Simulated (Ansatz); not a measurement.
**Cu: substituted relatives**

The task here is to estimate one member of a computed series from the others.

Method: DFT r2SCAN, scalar-relativistic, plane waves, PAW, in Ansatz 0.2.0.

1 further run of the same task is left out (set aside as unsound or not needed).

### Starting point

Symmetry: P6_3/mmc, No. 194, hexagonal system. Conventional cell: a = 2.529 Å, b = 2.529 Å, c = 8.264 Å, α = 90.00°, β = 90.00°, γ = 120.00°. Around Cu (site symmetry -3m) lie 12 Cu at 2.53 Å. Cu (site symmetry -6m2) is surrounded by 12 Cu at 2.53 Å.

Coordinates:

```xyz
4
Lattice="2.5293 0.0000 0.0000 -1.2647 2.1905 0.0000 0.0000 0.0000 8.2639" Properties=species:S:1:pos:R:3 pbc="T T T"
Cu    0.0000    0.0000    0.0000
Cu    0.0000    1.4603    2.0660
Cu    0.0000    0.0000    4.1320
Cu    1.2647    0.7302    6.1980
```

It goes back to an entry of the Materials Project, which need not be the stable form.

This cell was relaxed beforehand with the same method: volume 11.45 Å³/atom, gap on the mesh none (metal).

Set-up of the first run:

The input, input.yaml:

```yaml
crystal:
  lattice:
    - [2.3996133724, 0.0, 0.0]
    - [-1.1998066862, 2.0781261397, 0.0]
    - [0.0, 0.0, 7.8400944294]
  atoms:
    - { symbol: Zn, position: [0.0, 0.0, 0.0] }
    - { symbol: Zn, position: [0.3333333333, 0.6666666667, 0.25] }
    - { symbol: Zn, position: [0.0, 0.0, 0.5] }
    - { symbol: Zn, position: [0.6666666667, 0.3333333333, 0.75] }
basis:
  ecutwfc: 500
kpoints:
  mp_grid: { grid: [12, 12, 4] }
hamiltonian:
  xc: r2scan
scf:
  occupations: { method: gaussian, width: 0.1 }
output:
  forces: true
  stress: true
  eigenvalues: true
```

Command:

```console
> ansatz run input.yaml --threads 1 --pin off --max-ram 2560MiB --backend cpu --events-out ev --progress --plain --runs-dir out
```

Among the steps run: Probe: one point at the start (Zn); Coarse relaxation (Zn); The relaxation (Zn).

One of the session's tables, all rows but one given; the rest of the session is left out.

Lengths are those of the vectors of the cell that was run:

```
   swap  volume (Å³/atom)  a (Å)  b (Å)  c (Å)
   none             11.45  2.529  2.529  8.264
Cu → Cd                 ?      ?      ?      ?
Cu → Au             17.56  2.909  2.909  9.585
Cu → Zn             14.21  2.679  2.679  9.140
```

Estimate the missing values for Cu → Cd.

The run gave: volume (Å³/atom): 22.13; a (Å): 2.961; b (Å): 2.961; c (Å): 11.655. In the column «volume (Å³/atom)» it is the highest.

Lengths are those of the computed cell. Rows of earlier swaps come from the sessions before.
